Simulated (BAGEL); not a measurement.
# C2H6SSi (SMILES C=CS[SiH3]): B3LYP/6-31G(d) (density fitting with qzvpp-jkfit, spherical functions)

Aim: the energy change on altering one bond length of C2H6SSi at B3LYP/6-31G* (density fitting with qzvpp-jkfit, spherical functions), from 2 runs. 

The results are computed with BAGEL 1.2.2.

### 1 The molecule

The species is C2H6SSi (10 atoms), meant as a singlet with charge 0. As SMILES, `C=CS[SiH3]`. The shape is that of a PBE0-D4/def2-TZVP optimisation. This is one conformer, not always the lowest.

Bond lengths: C1–C2 1.326 Å, C2–S3 1.761 Å, S3–Si4 2.134 Å, C1–H5 1.084 Å, C1–H6 1.084 Å, C2–H7 1.086 Å, Si4–H8 1.483 Å, Si4–H9 1.487 Å, Si4–H10 1.485 Å. Some angles: C1–C2–S3 123.0°, C2–S3–Si4 99.3°, C1–C2–H7 120.9°, S3–C2–H7 116.0°, C2–C1–H5 122.0°, C2–C1–H6 120.3°, S3–Si4–H8 105.8°, S3–Si4–H9 109.5°, S3–Si4–H10 112.1°, H5–C1–H6 117.8°.

### 2 A single-point energy at B3LYP/6-31G(d) (density fitting with qzvpp-jkfit, spherical functions)

File dft.json:

```json
{ "bagel": [

{
  "title": "molecule",
  "basis": "6-31gs.json",
  "df_basis": "qzvpp-jkfit",
  "angstrom": true,
  "geometry": [
    { "atom": "C", "xyz": [      -0.195600,       2.194800,       0.281400 ] },
    { "atom": "C", "xyz": [      -0.226300,       0.880200,       0.452200 ] },
    { "atom": "S", "xyz": [      -1.058900,      -0.210600,      -0.651600 ] },
    { "atom": "Si", "xyz": [       0.221300,      -1.910500,      -0.489400 ] },
    { "atom": "H", "xyz": [      -0.634600,       2.671300,      -0.587500 ] },
    { "atom": "H", "xyz": [       0.268100,       2.831400,       1.025600 ] },
    { "atom": "H", "xyz": [       0.218000,       0.421700,       1.331200 ] },
    { "atom": "H", "xyz": [      -0.480000,      -3.012300,      -1.191100 ] },
    { "atom": "H", "xyz": [       0.422800,      -2.245200,       0.945100 ] },
    { "atom": "H", "xyz": [       1.548200,      -1.672000,      -1.112800 ] }
  ]
},

{
  "title": "ks",
  "xc_func": "b3lyp"
},

{
  "title": "print",
  "file": "orbitals.molden",
  "orbitals": true
}

]}
```

The basis set 6-31G* is read from a file made from the Basis Set Exchange's data (not shown).

Run with:

```
$ BAGEL_NUM_THREADS=1 BAGEL dft.json > dft.out
```

The program printed:

```text
* using 1 threads per process

  ===============================================================
  ===============================================================

  *** Geometry ***

  { "atom" : "C", "xyz" : [     -0.369630,      4.147571,      0.531769 ] },
  { "atom" : "C", "xyz" : [     -0.427645,      1.663337,      0.854534 ] },
  { "atom" : "S", "xyz" : [     -2.001031,     -0.397976,     -1.231346 ] },
  { "atom" : "Si", "xyz" : [      0.418196,     -3.610322,     -0.924832 ] },
  { "atom" : "H", "xyz" : [     -1.199220,      5.048025,     -1.110214 ] },
  { "atom" : "H", "xyz" : [      0.506636,      5.350571,      1.938103 ] },
  { "atom" : "H", "xyz" : [      0.411960,      0.796898,      2.515603 ] },
  { "atom" : "H", "xyz" : [     -0.907069,     -5.692422,     -2.250853 ] },
  { "atom" : "H", "xyz" : [      0.798976,     -4.242813,      1.785980 ] },
  { "atom" : "H", "xyz" : [      2.925674,     -3.159622,     -2.102887 ] },

  Number of auxiliary basis functions:      514

  Since a DF basis is specified, we compute 2- and 3-index integrals:
    o Being stored without compression. Storage requirement is 0.024 GB

  Number of basis functions:       76
  Number of electrons      :       48

    * METHOD: MOLECULE                             0.24

  *** Kohn-Sham DFT ***

    * Removing 17788 points whose weight is below 1.00e-10
    * Grid points: 131272

  === Nuclear Repulsion ===
   201.0327670725

       - DIIS with orbital gradients will be used.

  === KS iteration (b3lyp / 6-31gs.json) ===
      0       -709.38124775          0.12634923           0.37
      1       -634.42703765          0.18196148           0.35
      2       -704.55992738          0.09443806           0.35
      3       -746.56695129          0.13912288           0.35
      4       -752.11286209          0.09131268           0.35
      5       -740.05650612          0.13719196           0.35
      6       -753.02392362          0.11031607           0.35
      7       -753.95532029          0.10789486           0.35
      8       -717.11860928          0.17367105           0.35
      9       -764.57645054          0.07088950           0.35
     10       -749.24093635          0.13846370           0.35
     11       -767.18210303          0.02493895           0.35
     12       -767.34097569          0.01714175           0.35
     13       -767.44306812          0.00928892           0.35
     14       -767.48634805          0.00077757           0.36
     15       -767.48666254          0.00020844           0.36
     16       -767.48668727          0.00006776           0.36
     17       -767.48668987          0.00001134           0.36
     18       -767.48668993          0.00000234           0.36
     19       -767.48668993          0.00000250           0.36
     20       -767.48668994          0.00000025           0.35
     21       -767.48668994          0.00000012           0.36
     22       -767.48668994          0.00000004           0.36
     23       -767.48668994          0.00000001           0.36
    * SCF iteration converged.

    * Permanent dipole moment:
           (   -0.411719,     0.037880,    -0.274892) a.u.

    * METHOD: KS                                   9.11

    * METHOD: PRINT                                0.01

  ===============================================================
```

It took 9.6 s on 1 thread of Arm Neoverse V2, shared host; peak memory 0.49 GiB.

### 3 The distorted shape at the same level

File input.json:

```json
{ "bagel" : [

{
  "title" : "molecule",
  "basis" : "6-31gs.json",
  "df_basis" : "qzvpp-jkfit",
  "angstrom" : true,
  "geometry" : [
    { "atom" : "C", "xyz" : [   -1.787878,    1.908600,    1.029479 ] },
    { "atom" : "C", "xyz" : [   -1.818578,    0.594000,    1.200279 ] },
    { "atom" : "S", "xyz" : [   -2.651178,   -0.496800,    0.096479 ] },
    { "atom" : "Si", "xyz" : [   -1.370978,   -2.196700,    0.258679 ] },
    { "atom" : "H", "xyz" : [   -2.226878,    2.385100,    0.160579 ] },
    { "atom" : "H", "xyz" : [   -1.324178,    2.545200,    1.773679 ] },
    { "atom" : "H", "xyz" : [   -1.374278,    0.135500,    2.079279 ] },
    { "atom" : "H", "xyz" : [   -2.072278,   -3.298500,   -0.443021 ] },
    { "atom" : "H", "xyz" : [   -1.169478,   -2.531400,    1.693179 ] },
    { "atom" : "H", "xyz" : [    1.548200,   -1.672000,   -1.112800 ] }
  ]
},
{ "title" : "ks", "xc_func" : "b3lyp" },
{ "title" : "print", "file" : "orbitals.molden", "orbitals" : true }

]}
```

The basis set 6-31G* is read from a file made from the Basis Set Exchange's data (not shown).

Run with:

```
$ BAGEL_NUM_THREADS=1 BAGEL input.json > input.out
```

The program printed:

```text
* using 1 threads per process

  ===============================================================
  ===============================================================

  *** Geometry ***

  { "atom" : "C", "xyz" : [     -3.378600,      3.606731,      1.945433 ] },
  { "atom" : "C", "xyz" : [     -3.436614,      1.122497,      2.268199 ] },
  { "atom" : "S", "xyz" : [     -5.010000,     -0.938816,      0.182319 ] },
  { "atom" : "Si", "xyz" : [     -2.590773,     -4.151161,      0.488832 ] },
  { "atom" : "H", "xyz" : [     -4.208190,      4.507186,      0.303450 ] },
  { "atom" : "H", "xyz" : [     -2.502334,      4.809731,      3.351768 ] },
  { "atom" : "H", "xyz" : [     -2.597009,      0.256058,      3.929268 ] },
  { "atom" : "H", "xyz" : [     -3.916038,     -6.233262,     -0.837188 ] },
  { "atom" : "H", "xyz" : [     -2.209993,     -4.783653,      3.199645 ] },
  { "atom" : "H", "xyz" : [      2.925674,     -3.159622,     -2.102887 ] },

  Number of auxiliary basis functions:      514

  Since a DF basis is specified, we compute 2- and 3-index integrals:
    o Being stored without compression. Storage requirement is 0.024 GB

  Number of basis functions:       76
  Number of electrons      :       48

    * METHOD: MOLECULE                             0.24

  *** Kohn-Sham DFT ***

    * Removing 16862 points whose weight is below 1.00e-10
    * Grid points: 132198

  === Nuclear Repulsion ===
   196.7942195237

       - DIIS with orbital gradients will be used.

  === KS iteration (b3lyp / 6-31gs.json) ===
      0       -709.54625435          0.12526973           0.38
      1       -633.91239861          0.18242647           0.36
      2       -704.77648359          0.09378988           0.36
      3       -745.37302397          0.13901181           0.36
      4       -753.38320470          0.09071312           0.35
      5       -742.05819555          0.14208474           0.36
      6       -752.30821588          0.11090298           0.36
      7       -752.85697412          0.11352953           0.36
      8       -716.48829677          0.16684354           0.36
      9       -764.36385400          0.05896590           0.35
     10       -748.93935338          0.14572133           0.35
     11       -765.10815096          0.05141853           0.36
     12       -767.20070084          0.01287826           0.36
     13       -767.06837740          0.01250753           0.36
     14       -767.28242804          0.00643095           0.36
     15       -767.32423821          0.00274598           0.35
     16       -767.31555571          0.00370834           0.36
     17       -767.32754261          0.00165509           0.36
     18       -767.32972098          0.00085027           0.36
     19       -767.33044982          0.00013110           0.35
     20       -767.33046687          0.00003161           0.36
     21       -767.33046732          0.00001958           0.36
     22       -767.33046754          0.00001265           0.36
     23       -767.33046765          0.00000452           0.36
     24       -767.33046766          0.00000184           0.36
     25       -767.33046763          0.00000561           0.36
     26       -767.33046766          0.00000029           0.35
     27       -767.33046766          0.00000019           0.36
     28       -767.33046766          0.00000014           0.36
     29       -767.33046766          0.00000005           0.36
     30       -767.33046766          0.00000003           0.36
     31       -767.33046766          0.00000001           0.36
     32       -767.33046766          0.00000001           0.36
     33       -767.33046766          0.00000000           0.36
    * SCF iteration converged.

    * Permanent dipole moment:
           (    0.670476,    -0.245631,    -0.774511) a.u.

    * METHOD: KS                                  12.82

    * METHOD: PRINT                                0.01

  ===============================================================
```

Wall time 14 s (1 thread of Arm Neoverse V2, shared host); peak memory 0.49 GiB.

### 4 Summary of results

At B3LYP/6-31G* (density fitting with qzvpp-jkfit, spherical functions):

| quantity | value |
| --- | --- |
| first shape: total energy | -767.48669 Eh |
| first shape: dipole moment | 1.26 D |
| first shape: HOMO energy | -6.29 eV |
| first shape: LUMO energy | -0.02 eV |
| first shape: HOMO–LUMO gap | 6.27 eV |
| distorted shape: total energy | -767.33047 Eh |
| distorted shape: dipole moment | 2.68 D |
| distorted shape: HOMO energy | -5.84 eV |
| distorted shape: LUMO energy | -3.55 eV |
| distorted shape: HOMO–LUMO gap | 2.29 eV |
| energy change with the Si4–H10 bond stretched from 1.485 to 3.268 Å | 4.251 eV |

One bond (distorted shape) is far stretched, which a spin-restricted single reference describes badly; a broken-symmetry solution may lie lower. With the Si4–H10 bond stretched from 1.485 to 3.268 Å the energy rises by 4.25 eV (98 kcal/mol). The first shape isn't relaxed at this level, so the change isn't measured from a minimum. A restricted reference can't describe the breaking bond well at this length.
